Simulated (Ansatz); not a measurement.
# Al(AsH3)H3 (AlAsH₆): single points with varied inputs

How do the results and run time of Al(AsH3)H3 (AlAsH₆) respond when the settings are drawn wide?

Method: the settings change from run to run; program: Ansatz 0.2.0, Gaussian basis.

## (1) The molecule

The structure was relaxed beforehand with r2SCAN-D4 in a triple-zeta def2 set.

8 atoms, charge 0, spin multiplicity 1.

Atoms are counted from 1 here; the program's logs count them from 0.

Bond lengths: Al1–As2 2.616 Å, Al1–H6 1.595 Å, Al1–H7 1.596 Å, Al1–H8 1.596 Å, As2–H3 1.507 Å, As2–H4 1.507 Å, As2–H5 1.507 Å. Angles: As2–Al1–H6 96.7°, As2–Al1–H7 96.6°, As2–Al1–H8 96.7°, H6–Al1–H7 118.7°, H6–Al1–H8 118.7°, H7–Al1–H8 118.7°, Al1–As2–H3 120.0°, Al1–As2–H4 120.2°, Al1–As2–H5 120.1°, H3–As2–H4 97.0°, H3–As2–H5 97.0°, H4–As2–H5 97.0°.

Coordinates:

```xyz
8
AlAsH6
Al   -0.0045    0.0105   -1.5220
As    0.0036   -0.0087    1.0937
H     0.7357    1.0672    1.8535
H     0.5756   -1.1849    1.8422
H    -1.2947    0.0799    1.8533
H     1.5782   -0.0542   -1.7130
H    -0.7398    1.4163   -1.6923
H    -0.8541   -1.3261   -1.7154
```

## (2) RPA/STO-3G

Options: a grid of angular degree 11, high accuracy.

in.yaml reads:

```yaml
crystal:
  periodic: [false, false, false]
  atoms:
    - {symbol: Al, position_ang: [-0.004478, 0.010505, -1.521968]}
    - {symbol: As, position_ang: [0.003582, -0.008741, 1.093666]}
    - {symbol: H, position_ang: [0.735698, 1.067198, 1.853458]}
    - {symbol: H, position_ang: [0.575564, -1.184921, 1.842200]}
    - {symbol: H, position_ang: [-1.294688, 0.079880, 1.853315]}
    - {symbol: H, position_ang: [1.578210, -0.054188, -1.713020]}
    - {symbol: H, position_ang: [-0.739786, 1.416327, -1.692280]}
    - {symbol: H, position_ang: [-0.854102, -1.326062, -1.715362]}
basis:
  gaussian: {orbitals: STO-3G, final_grid: {core_spheres: 5, valence_spheres: 4, degree: 11}}
hamiltonian: {xc: {name: HSE06}}
correlation: {method: rpa}
accuracy: high
scf: {omitted_lower_state_checks: [starts]}
```

On the command line:

```sh
$ ansatz run in.yaml --threads 4 --pin off --events-out ev --progress --plain --max-ram 3916MiB
```

The log of the run:

```text
Functional definition: HSE06
  name "HSE06"
  cite "Heyd, Scuseria & Ernzerhof, J. Chem. Phys. 118, 8207 (2003) doi:10.1063/1.1564060"
  cite "Krukau, Vydrov, Izmaylov & Scuseria, J. Chem. Phys. 125, 224106 (2006) doi:10.1063/1.2404663"
  cite "Heyd & Scuseria, J. Chem. Phys. 120, 7274 (2004) doi:10.1063/1.1668634"
  cite "Ernzerhof & Perdew, J. Chem. Phys. 109, 3313 (1998) doi:10.1063/1.476928"
  cite "Perdew, Burke & Ernzerhof, Phys. Rev. Lett. 77, 3865 (1996) doi:10.1103/PhysRevLett.77.3865"
  parent pbe
  parameter a = 0.25
  parameter omega = 0.11/bohr
  # The whole range is PBE's own exchange, as in plane waves. The composition of these papers is wPBEh.
  exchange = pbe_x - a*pbe_x_sr(omega) + a*exact_x_sr(omega)
  correlation = pbe_c
these checks for a lower state are left out or cut short: starts
521 factors; integrals over basis functions are off by at most 6.0e-9 eV
75 factors; integrals over basis functions are off by at most 1.3e-9 eV
mean field evaluation 1: about -66757.1506 eV, gradient 1.8e1 eV
mean field evaluation 2: about -66757.0921 eV, gradient 1.8e1 eV
mean field evaluation 4: about -66758.2479 eV, gradient 4.9e-1 eV
mean field evaluation 8: about -66758.2483 eV, gradient 3.9e-4 eV
mean field evaluation 16: about -66758.2483 eV, gradient 9.3e-9 eV
mean field -66758.24832909 eV, -2453.3203757281 hartree, gradient 9.3e-9 eV, S^2 0.000000; 0 other end points of the search recorded, 0 dependent functions left out
14 core orbitals not correlated: weight in the atoms' cores, before any rotation towards them, 0.999 or more for the frozen orbitals, at most 0.000 for the correlated occupied ones
reference -66715.20067090 eV, -2451.7384034685 hartree; 12, 12 occupied and 7, 7 virtual orbitals, 521 factors
Total energy: -66719.80243994 eV, -2451.9075153614 hartree
Checks for a lower state left out: starts
```

It took 0.76 s on 4 threads of Intel Xeon at 2.50GHz, shared host.

## (3) PBE-QIDH/def2-mTZVP

Options: a grid of angular degree 47, finite nuclei, the search for lower states set to full.

in.yaml, as its differences from that of step 2:

```diff
@@ -12,6 +12,5 @@
 basis:
-  gaussian: {orbitals: STO-3G, final_grid: {core_spheres: 5, valence_spheres: 4, degree: 11}}
-hamiltonian: {xc: {name: HSE06}}
-correlation: {method: rpa}
-accuracy: high
-scf: {omitted_lower_state_checks: [starts]}
+  gaussian: {orbitals: def2-mTZVP, final_grid: {core_spheres: 20, valence_spheres: 16, degree: 47}, nuclear_model: gaussian}
+hamiltonian: {xc: {name: PBE-QIDH}}
+scf: {lower_state_search: full}
+output: {forces: true}
```

Launched as before.

The log of the run, shortened:

```text
Functional definition: PBE-QIDH
  name "PBE-QIDH"
  cite "Brémond, Sancho-García, Pérez-Jiménez & Adamo, J. Chem. Phys. 141, 031101 (2014) doi:10.1063/1.4890314"
  cite "Perdew, Burke & Ernzerhof, Phys. Rev. Lett. 77, 3865 (1996) doi:10.1103/PhysRevLett.77.3865"
[...]
787 factors; integrals over basis functions are off by at most 6.2e-4 eV
[...]
mean field -67508.82817347 eV, -2480.9036762479 hartree, gradient 1.0e-6 eV, S^2 0.000000; 0 other end points of the search recorded, 0 dependent functions left out
14 core orbitals not correlated: weight in the atoms' cores, before any rotation towards them, 1.000 or more for the frozen orbitals, at most 0.000 for the correlated occupied ones
reference -67508.82818704 eV, -2480.9036767464 hartree; 12, 12 occupied and 50, 50 virtual orbitals, 787 factors
second order -8.53757651 eV of doubles, -0.00000000 eV of singles
[...]
Total energy: -67511.67404588 eV, -2481.0082601297 hartree
Atom 0 at    -0.004478     0.010505    -1.521968 Å, force    -0.001277    -0.000039    -0.103063 eV/Å
Atom 1 at     0.003582    -0.008741     1.093666 Å, force     0.003495    -0.000540     0.386172 eV/Å
Atom 2 at     0.735698     1.067198     1.853458 Å, force    -0.051758    -0.073789    -0.105180 eV/Å
Atom 3 at     0.575564    -1.184921     1.842200 Å, force    -0.038584     0.081454    -0.105337 eV/Å
Atom 4 at    -1.294688     0.079880     1.853315 Å, force     0.087006    -0.007044    -0.103795 eV/Å
Atom 5 at     1.578210    -0.054188    -1.713020 Å, force    -0.039765     0.001368     0.010595 eV/Å
Atom 6 at    -0.739786     1.416327    -1.692280 Å, force     0.020294    -0.035784     0.009858 eV/Å
Atom 7 at    -0.854102    -1.326062    -1.715362 Å, force     0.020588     0.034374     0.010749 eV/Å
Dipole moment:     0.002801    -0.006406     0.870542 e Å
```

It took 6 s on 4 threads of Intel Xeon at 2.50GHz, shared host.

Largest force 0.386 eV/Å, dipole 4.18 D.

## (4) rPW86-PBE/6-31G

Set apart from the defaults: coordinates scaled by 1.12, density fitting with cc-pVTZ-jkfit, D3(BJ) dispersion, high accuracy.

in.yaml reads:

```yaml
crystal:
  periodic: [false, false, false]
  atoms:
    - {symbol: Al, position_ang: [-0.005016, 0.011766, -1.704604]}
    - {symbol: As, position_ang: [0.004012, -0.009789, 1.224906]}
    - {symbol: H, position_ang: [0.823982, 1.195262, 2.075873]}
    - {symbol: H, position_ang: [0.644632, -1.327111, 2.063264]}
    - {symbol: H, position_ang: [-1.450051, 0.089466, 2.075713]}
    - {symbol: H, position_ang: [1.767595, -0.060690, -1.918582]}
    - {symbol: H, position_ang: [-0.828561, 1.586287, -1.895354]}
    - {symbol: H, position_ang: [-0.956595, -1.485190, -1.921205]}
basis:
  gaussian: {orbitals: 6-31G, fitting: {mean_field: cc-pVTZ-jkfit}}
hamiltonian: {xc: {name: rPW86-PBE}, dispersion: d3bj}
accuracy: high
```

Same command.

The log of the run:

```text
Functional definition: rPW86-PBE
  name "rPW86-PBE"
  cite "Murray, Lee & Langreth, J. Chem. Theory Comput. 5, 2754 (2009) doi:10.1021/ct900365q"
  cite "Perdew, Burke & Ernzerhof, Phys. Rev. Lett. 77, 3865 (1996) doi:10.1103/PhysRevLett.77.3865"
  parent pbe
  exchange = rpw86_x
  correlation = pbe_c
508 factors; integrals over basis functions are off by at most 3.1e-2 eV
mean field evaluation 1: about -67552.6017 eV, gradient 1.6e1 eV
mean field evaluation 2: about -67552.9563 eV, gradient 1.3e1 eV
mean field evaluation 4: about -67553.4695 eV, gradient 9.1e-1 eV
mean field evaluation 8: about -67553.4726 eV, gradient 5.6e-3 eV
mean field evaluation 16: about -67553.4726 eV, gradient 2.8e-7 eV
mean field -67553.47261112 eV, -2482.5443290702 hartree, gradient 1.7e-8 eV, S^2 0.000000; 0 other end points of the search recorded, 0 dependent functions left out
reference -67553.47262689 eV, -2482.5443296500 hartree; 26, 26 occupied and 28, 28 virtual orbitals, 508 factors
Total energy: -67553.59698899 eV, -2482.5488998727 hartree
```

Wall time 3.6 s (4 threads of Intel Xeon at 2.50GHz, shared host).

## (5) B97/6-31G*

This run has finite nuclei, relativity set to none.

in.yaml reads:

```yaml
crystal:
  periodic: [false, false, false]
  atoms:
    - {symbol: Al, position_ang: [-0.004478, 0.010505, -1.521968]}
    - {symbol: As, position_ang: [0.003582, -0.008741, 1.093666]}
    - {symbol: H, position_ang: [0.735698, 1.067198, 1.853458]}
    - {symbol: H, position_ang: [0.575564, -1.184921, 1.842200]}
    - {symbol: H, position_ang: [-1.294688, 0.079880, 1.853315]}
    - {symbol: H, position_ang: [1.578210, -0.054188, -1.713020]}
    - {symbol: H, position_ang: [-0.739786, 1.416327, -1.692280]}
    - {symbol: H, position_ang: [-0.854102, -1.326062, -1.715362]}
basis:
  gaussian: {orbitals: "6-31G*", nuclear_model: gaussian}
hamiltonian: {xc: {name: B97}, pseudopotentials: {relativity: none}}
```

Same command.

The log of the run, shortened:

```text
Functional definition: B97
  name "B97"
  cite "Becke, J. Chem. Phys. 107, 8554 (1997) doi:10.1063/1.475007"
[...]
      + integral(e_c_pw_opposite_spin*poly(b97_u_opposite, cos0, cos1, cos2))
687 factors; integrals over basis functions are off by at most 8.0e-4 eV
[...]
mean field -67522.91644609 eV, -2481.4214107173 hartree, gradient 1.6e-5 eV, S^2 0.000000; 0 other end points of the search recorded, 0 dependent functions left out
reference -67522.91647603 eV, -2481.4214118173 hartree; 26, 26 occupied and 40, 40 virtual orbitals, 687 factors
Total energy: -67522.91647603 eV, -2481.4214118173 hartree
```

It took 2.6 s on 4 threads of Intel Xeon at 2.50GHz, shared host.

## (6) All runs side by side

```tsv
level	charge	multiplicity	geometry	functions	energy (eV)	time
RPA/STO-3G	0	1	relaxed	33	-66719.802	0.76 s
PBE-QIDH/def2-mTZVP	0	1	relaxed	76	-67511.674	6 s
rPW86-PBE/6-31G	0	1	scaled	54	-67553.597	3.6 s
B97/6-31G*	0	1	relaxed	66	-67522.916	2.6 s
```

## (7) What came out

| quantity | value |
| --- | --- |
| runs | 4 |
| quickest | RPA/STO-3G, 0.76 s |
| slowest | PBE-QIDH/def2-mTZVP, 6 s |
| spread of total energies, same state and geometry | 803.1 eV |

Run time spans a factor of 8, from RPA/STO-3G to PBE-QIDH/def2-mTZVP. The jobs differ in tasks and options as well as level. The totals spread over 803 eV; they can't be compared across methods or bases. At the r2SCAN-D4/def2-TZVP geometry and in the same state, the sound runs without point charges leave forces up to 0.39 eV/Å (PBE-QIDH/def2-mTZVP).
